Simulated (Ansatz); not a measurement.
# C3H9BO: a rigid scan of the angle B2–O3–C4

One table from this session's results is given with a row withheld; the runs are named, their logs left out.

The runs use Ansatz 0.2.0, Gaussian basis; single points in def2-TZVPP.

Levels: PBE-D4, r2SCAN-D4, PBE0-D4, B3LYP-D4, wB97M-V, Hartree-Fock, MP2, CCSD, CCSD(T). The scan takes 92.3, 99.8, 107.3, 114.8, 122.3, 129.8, 137.3, 144.8, 152.3°.

Cores are frozen in the correlated methods. B3LYP uses VWN-RPA correlation.

18 further runs of the same task are left out: 18 set aside as unsound or not needed.

## Where the work starts

SMILES `CBOCC`, 14 atoms, charge 0, spin multiplicity 1.

Atoms are counted from 1 here; the program's logs count them from 0.

Bond lengths: C1–B2 1.554 Å, C1–H6 1.116 Å, C1–H7 1.070 Å, C1–H8 1.164 Å, B2–O3 1.476 Å, B2–H9 1.202 Å, O3–C4 1.441 Å, C4–C5 1.496 Å, C4–H10 1.066 Å, C4–H11 1.167 Å, C5–H12 1.083 Å, C5–H13 1.171 Å, C5–H14 1.120 Å. Angles: B2–C1–H6 110.7°, B2–C1–H7 112.1°, B2–C1–H8 106.4°, H6–C1–H7 112.8°, H6–C1–H8 105.3°, H7–C1–H8 109.1°, C1–B2–O3 121.1°, C1–B2–H9 118.3°, O3–B2–H9 120.6°, B2–O3–C4 109.5°, O3–C4–C5 109.6°, O3–C4–H10 112.4°, O3–C4–H11 103.6°, C5–C4–H10 113.3°, C5–C4–H11 106.7°, H10–C4–H11 110.6°, C4–C5–H12 110.3°, C4–C5–H13 112.1° and more.

Coordinates:

```xyz
14
charge 0, multiplicity 1
C    -1.6063   -1.3239    1.1704
B    -0.1785   -0.7197    1.2787
O     0.1639    0.5511    0.6110
C     0.7781    0.2749   -0.6627
C     1.0912    1.5612   -1.3588
H    -2.1050   -1.3385    2.1684
H    -1.6026   -2.2821    0.6939
H    -2.2289   -0.5804    0.5262
H     0.6270   -1.2835    1.9693
H     1.6203   -0.3722   -0.5753
H    -0.0738   -0.2389   -1.2728
H     1.5103    1.3662   -2.3381
H     0.1497    2.2520   -1.4518
H     1.8418    2.1046   -0.7296
```

The first run:

pre/in.yaml

```yaml
crystal:
  periodic: [false, false, false]
  atoms:
    - {symbol: C, position_ang: [-1.606300, -1.323900, 1.170400]}
    - {symbol: B, position_ang: [-0.178500, -0.719700, 1.278700]}
    - {symbol: O, position_ang: [0.163900, 0.551100, 0.611000]}
    - {symbol: C, position_ang: [0.778100, 0.274900, -0.662700]}
    - {symbol: C, position_ang: [1.091200, 1.561200, -1.358800]}
    - {symbol: H, position_ang: [-2.105000, -1.338500, 2.168400]}
    - {symbol: H, position_ang: [-1.602600, -2.282100, 0.693900]}
    - {symbol: H, position_ang: [-2.228900, -0.580400, 0.526200]}
    - {symbol: H, position_ang: [0.627000, -1.283500, 1.969300]}
    - {symbol: H, position_ang: [1.620300, -0.372200, -0.575300]}
    - {symbol: H, position_ang: [-0.073800, -0.238900, -1.272800]}
    - {symbol: H, position_ang: [1.510300, 1.366200, -2.338100]}
    - {symbol: H, position_ang: [0.149700, 2.252000, -1.451800]}
    - {symbol: H, position_ang: [1.841800, 2.104600, -0.729600]}
basis:
  gaussian: {orbitals: def2-SVP}
hamiltonian: {xc: pbe, dispersion: d4}
relax: {f_tol: 0.03, max_steps: 250}
```

No record of the launch command was kept for these runs.

Steps of the session up to this table: A first relaxation in a small basis; Relaxation at PBE0-D4; Reference energies at the minimum; B2–O3–C4 = 92.3°; B2–O3–C4 = 99.8°; B2–O3–C4 = 107.3°; B2–O3–C4 = 114.8°; B2–O3–C4 = 122.3°; B2–O3–C4 = 129.8°; B2–O3–C4 = 137.3°; B2–O3–C4 = 144.8°; B2–O3–C4 = 152.3°.

One of the session's tables, all rows but one given; the rest of the session is left out.

Energies less that of the minimum at the same level (meV): The rows 122.3 (minimum) and angle (°) = 122.3 agree to the last digit and may rest on the same set-up.

```
      angle (°)  PBE-D4  PBE0-D4  B3LYP-D4  wB97M-V  Hartree-Fock
           92.3    1782     1813      1915     1868          2190
           99.8     789      795       862      824          1000
          107.3     285      283       321      295           382
          114.8      61       58        74       61            94
122.3 (minimum)       0        0         0        0             0
          122.3       0        0         0        0             0
          129.8      38       42        31       42            23
          137.3     135      144       125      144           117
          144.8       ?        ?         ?        ?             ?
          152.3     404      420       392      421           395
```

Estimate the missing values for angle (°) = 144.8.

Worked estimate for «PBE-D4». A straight line through the neighbours (137.3, 135) and (152.3, 404) gives 135 + (404 − 135) × (144.8 − 137.3) / (152.3 − 137.3) = 270; a parabola fitted to 3 rows on both sides gives 257.

**Answer.** PBE-D4: 264; PBE0-D4: 277; B3LYP-D4: 253; wB97M-V: 278; Hartree-Fock: 249. In «PBE-D4» the line misses by +6 and the parabola by -7.

Caveats from the session: A polynomial through the near points puts the CCSD(T) minimum 0.8° below the PBE0-D4 value.
